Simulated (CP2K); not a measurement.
**UPBE/DZVP-MOLOPT-SR-GTH (core potential) run of triplet [SiCl3]+**

Aim: a single-point energy of triplet [SiCl3]+. 

The results are computed with CP2K 2026.2.

1 further run of the same task is left out (set aside as unsound or not needed). Runs told in other sessions of the task aren't counted.

## Step 1: The molecule

The species is [SiCl3]+ (4 atoms), meant as a triplet with charge +1. As SMILES of the parent species, `Cl[Si+](Cl)Cl`. Geometry: relaxed at PBE0-D4/def2-TZVP. That shape belongs to the parent species and isn't relaxed for this state.

Bond lengths: Cl1–Si2 1.947 Å, Si2–Cl3 1.947 Å, Si2–Cl4 1.947 Å. Angles: Cl1–Si2–Cl3 120.0°, Cl1–Si2–Cl4 120.0°, Cl3–Si2–Cl4 120.0°.

## Step 2: The energy at UPBE/DZVP-MOLOPT-SR-GTH (core potential)

File run.inp:

```
&GLOBAL
  PROJECT_NAME run
  RUN_TYPE ENERGY
  PRINT_LEVEL MEDIUM
&END GLOBAL

&FORCE_EVAL
  METHOD QS
  &DFT
    BASIS_SET_FILE_NAME BASIS_MOLOPT
    POTENTIAL_FILE_NAME GTH_POTENTIALS
    CHARGE 1
    MULTIPLICITY 3
    UKS T
    &QS
      METHOD GPW
      EPS_DEFAULT 1.0E-10
    &END QS
    &MGRID
      CUTOFF 400
      REL_CUTOFF 50
      NGRIDS 4
    &END MGRID
    &POISSON
      PERIODIC NONE
      POISSON_SOLVER MULTIPOLE
    &END POISSON
    &SCF
      SCF_GUESS ATOMIC
      EPS_SCF 1.0E-05
      MAX_SCF 40
      &OT
        MINIMIZER DIIS
        PRECONDITIONER FULL_ALL
      &END OT
      &OUTER_SCF
        EPS_SCF 1.0E-05
        MAX_SCF 2
      &END OUTER_SCF
    &END SCF
    &XC
      &XC_FUNCTIONAL PBE
      &END XC_FUNCTIONAL
    &END XC
    &PRINT
      &MOMENTS
        PERIODIC F
        REFERENCE COM
        MAX_MOMENT 1
      &END MOMENTS
      &MO_CUBES
        NLUMO 2
        NHOMO -1
        WRITE_CUBE F
      &END MO_CUBES
      &HIRSHFELD OFF
      &END HIRSHFELD
    &END PRINT
  &END DFT
  &SUBSYS
    &CELL
      ABC 10.3 9 9.4
      PERIODIC NONE
    &END CELL
    &COORD
      Cl     3.486000     3.566500     5.915600
      Si     5.042000     4.188700     4.924600
      Cl     6.814000     3.519200     5.374200
      Cl     4.826000     5.480800     3.484400
    &END COORD
    &KIND Cl
      BASIS_SET DZVP-MOLOPT-SR-GTH-q7
      POTENTIAL GTH-PBE-q7
    &END KIND
    &KIND Si
      BASIS_SET DZVP-MOLOPT-SR-GTH-q4
      POTENTIAL GTH-PBE-q4
    &END KIND
  &END SUBSYS
&END FORCE_EVAL
```

Started as:

```bash
OMP_NUM_THREADS=1 cp2k.psmp -i run.inp -o run.out
```

**Question.** What will come out? Wanted: total energy; HOMO energy; ⟨S²⟩.

Computed results:

At UPBE/DZVP-MOLOPT-SR-GTH (core potential):

```
                          quantity         value
                      total energy  -48.47367 Eh
HOMO energy (highest over α and β)      -8.91 eV
                              ⟨S²⟩         2.008
```

**Reading.** The run may have ended on a state above the lowest.
